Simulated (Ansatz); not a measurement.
CsLiCr2Te2S3:

```
CELL_PARAMETERS angstrom
3.31929 1.91639 6.87982
-3.31929 1.91639 6.87982
0.00000 -3.83279 6.87982
ATOMIC_POSITIONS crystal
Cs 0.00000 0.00000 0.00000
Li 0.50000 0.50000 0.50000
Cr 0.79848 0.79848 0.79848
Cr 0.20152 0.20152 0.20152
Te 0.67990 0.67990 0.67990
Te 0.32010 0.32010 0.32010
S 0.13626 0.86374 0.50000
S 0.50000 0.13626 0.86374
S 0.86374 0.50000 0.13626
```

The cell was built by a generator and needn't be a form met in nature.

Base run:

| Quantity | Value |
| --- | --- |
| Program | Ansatz 0.2.0 |
| Functional | PBE |
| Potentials or basis | Ansatz PAW |
| Cutoff | 420 eV (not typed: the program's choice for these potentials) |
| k mesh | 5 × 5 × 5 |
| Occupations | fermi-dirac, width 0.05 eV |
| Spin | collinear spin, ferromagnetic start |
| Starting moments | [0.0, 0.0, 3.0, 3.0, 0.0, 0.0, 0.0, 0.0, 0.0] μB |
| Hubbard terms | Cr d U = 6 eV |

Its results: band gap on the k mesh none (metal or under the smearing width); pressure 5.0 GPa; net moment 4.46 μB per cell; site moments Cs -0.03; Li -0.01; Cr +3.17; Te -0.35; S -0.32 μB; largest force 1.975 eV/Å.

Question: The run is repeated on the same cell with these changes: hubbard terms from Cr d U = 6 eV to Cr d U = 4 eV. What comes out?

Answer: Band gap on the k mesh none (metal or under the smearing width); pressure 3.4 GPa; net moment 4.23 μB per cell; site moments Cs -0.03; Li -0.01; Cr +2.93; Te -0.33; S -0.24 μB; largest force 1.379 eV/Å.

Caveats: the magnetic or orbital state may not be the lowest; only a ferromagnetic start was run, and an antiferromagnetic order may lie lower in energy; forces of over 1 eV/Å show positions far from the minimum, so gaps and moduli don't describe the material at rest; the density of states is complete only up to the lowest level of the last band computed.
